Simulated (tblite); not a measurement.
# C6H14NO2: the cost of one run

Computed with tblite 0.8.0 and PySCF 2.14.0, with density-fitted response routines of our own, on a single molecule in the gas phase. Atoms count from 0, in the outputs and in this text.

## (1) The molecule as given

23 atoms, charge 1, multiplicity 1; geometry from: force field or distance geometry start.

Bonds of the start (Å): C0–O1 1.43, O1–C2 1.39, C2–C3 1.53, C3–C4 1.54, C4–C5 1.52, C5–O6 1.38, O6–C7 1.38, C5–N8 1.46, N8–C2 1.45, C0–H9 1.09, C0–H10 1.10, C0–H11 1.12, C2–H12 1.11, C3–H13 1.10, C3–H14 1.09, C4–H15 1.10, C4–H16 1.08, C5–H17 1.10, C7–H18 1.13, C7–H19 1.12, C7–H20 1.09, N8–H21 1.05, N8–H22 1.05.

## (2) Geometry optimisation with GFN2-xTB

What the job is given:

```
{"job": {"kind": "relax", "xc": "GFN2-xTB", "basis": "xTB"}, "charge": 1, "multiplicity": 1}
C      3.336900     0.239700    -0.334100
O      2.044300     0.439000    -0.908900
C      1.171800    -0.154400    -0.004500
C      0.427200    -1.325400    -0.656600
C     -0.827300    -1.302900     0.239700
C     -1.161400     0.170900     0.118200
O     -2.172700     0.561900     0.971700
C     -3.186900     1.154800     0.240800
N      0.131700     0.746500     0.465100
H      4.043400     0.699200    -1.021300
H      3.366800     0.668100     0.680200
H      3.507700    -0.861800    -0.304000
H      1.708400    -0.580700     0.869000
H      0.164700    -1.124400    -1.707000
H      0.979300    -2.262000    -0.569600
H     -0.492700    -1.467200     1.273900
H     -1.601400    -1.972700    -0.110900
H     -1.361400     0.399900    -0.936200
H     -4.006400     1.459000     0.954000
H     -3.600400     0.328600    -0.392300
H     -2.882100     1.986200    -0.400900
H      0.254700     1.689900     0.026500
H      0.151100     0.807700     1.517400
```

On the command line:

```sh
$ OMP_NUM_THREADS=1 python probes_run.py task.json out
```

This one command runs all jobs of the session in turn.

Q: Estimate the wall time of this first job on 1 thread of Intel Xeon Platinum 8375C at 2.90GHz, shared host.

About 1.2 s.
